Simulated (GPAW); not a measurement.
The system is SiO.

```
Si O
1.0
     0.00000    2.43364    2.43364
     2.43364    0.00000    2.43364
     2.43364    2.43364    0.00000
Si O
1 1
Direct
  0.75000 0.75000 0.75000
  0.00000 0.00000 0.00000
```

The cell was built by a generator and needn't be a form met in nature.

* Program: GPAW 26.7.0
* Task: relaxation of cell and atoms
* Functional: BLYP
* Potentials or basis: PAW data sets generated in the run's folder for this functional
* Cutoff: 800 eV
* Basis: pw
* k mesh: 8 × 8 × 8
* Occupations: fermi-dirac, width 0.05 eV
* Spin: no spin polarisation

At the start: pressure 6.8 GPa; volume 14.41 Å³/atom.

Where does the relaxation end?

Over 4 steps the energy falls by 30.7 meV/atom and the volume is 15.95 Å³/atom (+10.7 %); space group F-43m (No. 216, to 0.05 Å).

The path:
```
step  energy change (eV)  largest force (eV/Å)  pressure (GPa)  volume (Å³)
   1              0.0000                0.0000            6.80        28.83
   2             -0.0152                0.0000            5.78        29.21
   3             -0.0610                0.0000            0.41        31.68
   4             -0.0615                0.0000            0.06        31.90
```

Final structure:
```yaml
crystal:
  lattice:
    - [0.00000, 2.51717, 2.51717]
    - [2.51717, 0.00000, 2.51717]
    - [2.51717, 2.51717, 0.00000]
  atoms:
    - { symbol: Si, position: [0.75000, 0.75000, 0.75000] }
    - { symbol: O, position: [0.00000, 0.00000, 0.00000] }
```

Caveat: later steps reuse the first step's grids.
